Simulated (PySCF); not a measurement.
**Hg³⁺: dipole response in def2-TZVPPD with ECP60**

Aim: the static polarisability and the C₆ coefficient of Hg³⁺, method by method.

The numbers are computed with PySCF 2.14.0 (unrestricted determinants in a Gaussian basis, no spin-orbit coupling in the energies), except any that are marked as measured or tabulated.

## (1) The system

```
Element     : mercury (Z = 80)
Basis       : def2-TZVPPD with the def2 core potential (60 electrons) (6s6p3d2f1g, 62 functions)
Hamiltonian : scalar relativity through the core potential
State 1     : Hg³⁺: [Xe] 4f14 5d9, 2D determinant
Methods     : CAM-B3LYP
```

Outer shells as boxes (Hund's rule):

Hg3+ [Xe] 4f14 5d9
```
[Xe] core
4f [↑↓][↑↓][↑↓][↑↓][↑↓][↑↓][↑↓]
5d [↑↓][↑↓][↑↓][↑↓][↑ ]
```

The runs were made by one driver on top of PySCF. The scripts below sum up each run's settings (the driver also hands on starting orbitals that pick excited configurations, and frozen orbitals as a list rather than a count), and the logs come from the driver's own runs. The driver starts from symmetry-adapted Hartree-Fock orbitals, holds the occupation by maximum overlap and uses a logarithmic radial grid for functionals, so a plain start would take other cycles.

The integrals over 62 functions and the set-up took 0.5 s of CPU time.

## (2) Hg³⁺, at CAM-B3LYP

#### CAM-B3LYP

input.py

```python
from pyscf import gto, scf, dft, mp, cc
import basis_set_exchange as bse
txt = bse.get_basis("def2-TZVPPD", elements=["Hg"], fmt="nwchem", header=False)
cut = txt.index("\nECP")
mol = gto.M(atom="Hg 0 0 0", charge=3, spin=1, symmetry="D2h",
            basis=gto.basis.parse(txt[:cut]),
            ecp={"Hg": gto.basis.parse_ecp(txt[cut:])})
mf = dft.UKS(mol, xc="CAMB3LYP")
mf.irrep_nelec = {'Ag': (3, 2), 'B1g': (1, 1), 'B2g': (1, 1), 'B3g': (1, 1), 'B1u': (1, 1), 'B2u': (1, 1), 'B3u': (1, 1)}
mf.kernel()
```

Standard output:

```text
damping factor = 0
level_shift factor = 0
DIIS = <class 'pyscf.scf.diis.CDIIS'>
diis_start_cycle = 1
diis_space = 10
diis_damp = 0
SCF conv_tol = 1e-09
SCF conv_tol_grad = None
number electrons alpha = 9  beta = 8
XC functionals = CAMB3LYP
    T. Yanai, D. P. Tew, and N. C. Handy.,  Chem. Phys. Lett. 393, 51 (2004)
cycle= 1 E= -151.108599861464  delta_E= -0.00854  |g|= 0.0288  |ddm|= 0.231
cycle= 2 E= -151.108775278872  delta_E= -0.000175  |g|= 0.00887  |ddm|= 0.0256
cycle= 3 E= -151.108801826434  delta_E= -2.65e-05  |g|= 0.00224  |ddm|= 0.00854
cycle= 4 E= -151.108805653259  delta_E= -3.83e-06  |g|= 0.000636  |ddm|= 0.00391
cycle= 5 E= -151.108806596044  delta_E= -9.43e-07  |g|= 0.000152  |ddm|= 0.00277
cycle= 6 E= -151.108806664201  delta_E= -6.82e-08  |g|= 2.5e-05  |ddm|= 0.000899
cycle= 7 E= -151.108806665613  delta_E= -1.41e-09  |g|= 2.31e-06  |ddm|= 0.000119
cycle= 8 E= -151.108806665619  delta_E= -6.51e-12  |g|= 1.15e-07  |ddm|= 7.61e-06
converged SCF energy = -151.108806665619  <S^2> = 0.75151306  2S+1 = 2.0015125
```

CPU time 19 s on a shared host, the integrals not counted.

Orbital energies by shell (radii are means over both spins):

| shell | electrons | mean orbital energy (eV) | spread (eV) | rms radius (bohr) |
| --- | --- | --- | --- | --- |
| 5s α | 1 | -157.72 | 0 | 0.967 |
| 5s β | 1 | -156.77 | 0 | 0.967 |
| 5p α | 3 | -106.80 | 1.538 | 1.11 |
| 5p β | 3 | -105.65 | 0.235 | 1.11 |
| 5d α | 5 | -46.448 | 1.768 | 1.50 |
| 5d β | 4 | -45.628 | 0.969 | 1.50 |

⟨S²⟩ = 0.752, ⟨L²⟩ = 6.02.

The driver then solved the coupled dipole response at imaginary frequencies: mean α = 5.223 bohr³ (xx, yy, zz: 5.147, 5.147, 5.377), C₆ = 29.58 au for a like pair.

Energies and moments cover only the electrons outside the core potential. Spin-orbit coupling, absent here, splits the open shell strongly.

Radial density 4πr²ρ of Hg³⁺ at CAM-B3LYP, the electrons outside the core potential:

| r (bohr) | density | spin density |
| --- | --- | --- |
| 0.0389 | 1.56e-05 | 0.000 |
| 0.0654 | 4.10e-05 | 0.000 |
| 0.110 | 0.000139 | 0.000 |
| 0.185 | 0.00157 | 0.000 |
| 0.311 | 0.0640 | 0.002 |
| 0.523 | 2.96 | 0.067 |
| 0.880 | 17.5 | 0.718 |
| 1.48 | 9.07 | 0.702 |
| 2.49 | 0.908 | 0.085 |
| 4.19 | 0.00905 | 0.000 |

## (3) Polarisabilities and C₆

Hg³⁺, in atomic units:

| method | mean α | C₆ (like pair) | S(−4) |
| --- | --- | --- | --- |
| CAM-B3LYP | 5.223 | 29.58 | 4.364 |

α(iu) at CAM-B3LYP:

| u (hartree) | α(iu) (bohr³) |
| --- | --- |
| 0 | 5.223 |
| 0.0500 | 5.212 |
| 0.100 | 5.180 |
| 0.200 | 5.059 |
| 0.300 | 4.879 |
| 0.500 | 4.433 |
| 0.750 | 3.862 |
| 1.00 | 3.356 |
| 1.50 | 2.546 |
| 2.00 | 1.952 |
| 3.00 | 1.202 |
| 5.00 | 0.5553 |

## (4) Results

| quantity | value |
| --- | --- |
| α of Hg³⁺ | 5.223 (CAM-B3LYP) bohr³ |

What this shows: A single London oscillator with the computed α and C₆ of Hg³⁺ at CAM-B3LYP would have ω = 4 C₆ / (3 α²) = 1.45 hartree. All values hold for this basis alone; no basis-set limit was taken.
